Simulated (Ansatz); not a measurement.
# MnSi: properties at the relaxed cell

An exercise on one series of results from a longer session: the logs are not shown, and one member is left open.

The COD entry's cell or inner coordinates are ideal or old and differ from later refinements, so a difference from it is no clean test against experiment.

Method: DFT PBEsol, scalar-relativistic, plane waves, PAW, in Ansatz 0.2.0.

2 further runs of the same task are left out: 2 set aside as unsound or not needed. Runs told in other sessions of the task aren't counted.

**The structure to begin with**

The structure is cubic, space group P2_13 (No. 198). The conventional cell has a = 4.471 Å, b = 4.471 Å, c = 4.471 Å, α = 90.00°, β = 90.00°, γ = 90.00°. Mn (site symmetry 3) is surrounded by 7 Si at 2.26 to 2.50 Å. Around Si (site symmetry 3) lie 7 Mn at 2.26 to 2.50 Å.

Coordinates:

```cif
data_structure
_symmetry_space_group_name_H-M 'P 1'
_symmetry_Int_Tables_number 1
_cell_length_a 4.4708
_cell_length_b 4.4708
_cell_length_c 4.4708
_cell_angle_alpha 90.000
_cell_angle_beta 90.000
_cell_angle_gamma 90.000
_cell_volume 89.36
loop_
_atom_site_label
_atom_site_type_symbol
_atom_site_fract_x
_atom_site_fract_y
_atom_site_fract_z
_atom_site_occupancy
Mn1 Mn 0.13705 0.13705 0.13705 1
Mn2 Mn 0.36295 0.86295 0.63705 1
Mn3 Mn 0.63705 0.36295 0.86295 1
Mn4 Mn 0.86295 0.63705 0.36295 1
Si1 Si 0.84537 0.84537 0.84537 1
Si2 Si 0.65463 0.15463 0.34537 1
Si3 Si 0.34537 0.65463 0.15463 1
Si4 Si 0.15463 0.34537 0.65463 1
```

It is the result of an earlier relaxation at this level (volume 11.17 Å³/atom; gap on the mesh: none (metal), site moments up to 0.9 μB).

Set-up of the first run:

The input, input.yaml:

```yaml
crystal:
  lattice:
    - [4.4256173289, 0.0, 0.0]
    - [0.0, 4.4256173289, 0.0]
    - [0.0, 0.0, 4.4256173289]
  atoms:
    - { symbol: Mn, position: [0.1370475757, 0.1370475757, 0.1370475757], spin: 1.0 }
    - { symbol: Mn, position: [0.3629524243, 0.8629524243, 0.6370475757], spin: 1.0 }
    - { symbol: Mn, position: [0.6370475757, 0.3629524243, 0.8629524243], spin: 1.0 }
    - { symbol: Mn, position: [0.8629524243, 0.6370475757, 0.3629524243], spin: 1.0 }
    - { symbol: Si, position: [0.8453678927, 0.8453678927, 0.8453678927] }
    - { symbol: Si, position: [0.6546321073, 0.1546321073, 0.3453678927] }
    - { symbol: Si, position: [0.3453678927, 0.6546321073, 0.1546321073] }
    - { symbol: Si, position: [0.1546321073, 0.3453678927, 0.6546321073] }
basis:
  ecutwfc: 420
kpoints:
  mp_grid: { grid: [8, 8, 8] }
hamiltonian:
  xc: pbesol
scf:
  occupations: { method: gaussian, width: 0.1 }
output:
  forces: true
  stress: true
  eigenvalues: true
  populations: true
magnetization:
  spin_polarized: true
relax:
  adjacent_minimum: "off"
  f_tol: 0.01
  max_steps: 30
```

Command:

```sh
ansatz run input.yaml --threads 2 --pin off --max-ram 5120MiB --backend cpu --events-out ev --progress --plain --runs-dir out
```

Among the steps run: Point at V/V0 = 0.97; Volume × 1.03; Point at V/V0 = 0.94; The cell scaled to 1.06 of its volume; The cell scaled to 0.91 of its volume; Volume × 1.10; Volume × 0.88.

One table of the session follows, with a row left open; its other results are not shown here.

It belongs to the step «Energy against volume». 

```
volume (Å³/atom)  energy above the lowest point (meV/atom)  pressure (GPa)  largest moment (μB)
           9.830                                     137.7           36.39                 0.38
          10.165                                      74.0           25.23                 0.62
          10.500                                      31.2           15.57                 0.77
          10.835                                       7.4            7.16                 0.85
          11.170                                       0.0            0.00                 0.91
          11.505                                       6.4           -6.14                 0.96
          11.840                                         ?               ?                    ?
          12.287                                      65.0          -17.29                 1.02
```

**Question.** Estimate the row for volume (Å³/atom) = 11.840.

Worked estimate for «energy above the lowest point (meV/atom)». A straight line through the neighbours (11.505, 6.4) and (12.287, 65.0) gives 6.4 + (65.0 − 6.4) × (11.840 − 11.505) / (12.287 − 11.505) = 31.5; a parabola fitted to 3 rows on both sides gives 24.0.

**Answer.** energy above the lowest point (meV/atom): 24.8; pressure (GPa): -11.43; largest moment (μB): 0.99. In «energy above the lowest point (meV/atom)» the line misses by +6.7 and the parabola by -0.8.

Limits of these values: Warnings in the runs' records: stress scf threshold loose.
